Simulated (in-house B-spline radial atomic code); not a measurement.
# W⁵⁺: ionisation energy by several methods

Aim: the ionisation energy of W⁵⁺ by several methods, each as the difference of two self-consistent energies (W⁵⁺ and the next ion, [Xe] 4f14).

The numbers are computed with in-house B-spline radial atomic code version 1 (non-relativistic, several functionals, spin-polarised, exact exchange averaged over the configuration; spherical all-electron atom at the radial basis limit), except any that are marked as measured or tabulated.

### 1 Starting point

| Property | Result |
| --- | --- |
| element | tungsten (Z = 74) |
| charge | +5 |
| electrons | 69 |
| configuration | [Xe] 4f14 5d1 |
| nucleus | point |

Outer shells as boxes (Hund's rule):

[Xe] 4f14 5d1
```
[Xe] core
4f [↑↓][↑↓][↑↓][↑↓][↑↓][↑↓][↑↓]
5d [↑ ][  ][  ][  ][  ]
```

Where spins are not typed, each open shell is filled with up spins first.

### 2 TPSSh

Settings, as recorded:

```ini
Z = 74
electrons = 69.0
configuration = [Xe] 4f14 5d1
hamiltonian = nr
method = tpssh
spin_polarised = True
exact_exchange = averaged over the configuration
```

The run is started by

```
$ python run_scf.py task.json out
```

The settings of every run stand in task.json; they run in order.

### 3 BHandHLYP

The settings differ from step 2 so:

```diff
@@ -4,3 +4,3 @@
 hamiltonian = nr
-method = tpssh
+method = bhandhlyp
 spin_polarised = True
```

### 4 HSE06

The settings differ from step 3 so:

```diff
@@ -4,3 +4,3 @@
 hamiltonian = nr
-method = bhandhlyp
+method = hse06
 spin_polarised = True
```

### 5 B97-1

The settings differ from step 4 so:

```diff
@@ -4,3 +4,3 @@
 hamiltonian = nr
-method = hse06
+method = b97_1
 spin_polarised = True
```

### 6 CAM-B3LYP

The settings differ from step 5 so:

```diff
@@ -4,3 +4,3 @@
 hamiltonian = nr
-method = b97_1
+method = camb3lyp
 spin_polarised = True
```

Q: The tabulated ionisation energy is 64.77 ± 0.04 eV (semi-empirical; NIST Atomic Spectra Database). What does each method give, and which comes nearest?

The runs gave:

| method | rung | total energy (hartree) | ΔSCF (eV) | −ε highest (eV) | ΔSCF less tabulated (eV) |
| --- | --- | --- | --- | --- | --- |
| TPSSh | global hybrid | -15286.0410 | 65.340 | 59.206 (5d up) | +0.570 |
| BHandHLYP | global hybrid | -15286.6827 | 65.440 | 62.151 (5d up) | +0.670 |
| B97-1 | global hybrid | -15286.4504 | 65.356 | 59.976 (5d up) | +0.586 |
| HSE06 | range-separated hybrid | -15285.9860 | 65.413 | 59.955 (5d up) | +0.643 |
| CAM-B3LYP | range-separated hybrid | -15287.2496 | 65.575 | 61.986 (5d up) | +0.805 |

**Reading.** Against the tabulated ionisation energy, 64.77 ± 0.04 eV (semi-empirical; NIST Atomic Spectra Database), the best here is TPSSh (+0.570 eV) and the worst CAM-B3LYP (+0.805 eV, or 1.2 %). All methods miss on the same side by much the same amount, which points to something that they share. These runs lack relativity altogether, which can outweigh the gaps between the methods, so the nearest may be so by luck. These runs leave out relativity, which matters at this nuclear charge. Open shells are averaged (over orientations, and over spins where the run is restricted), while tables refer to the lowest levels.
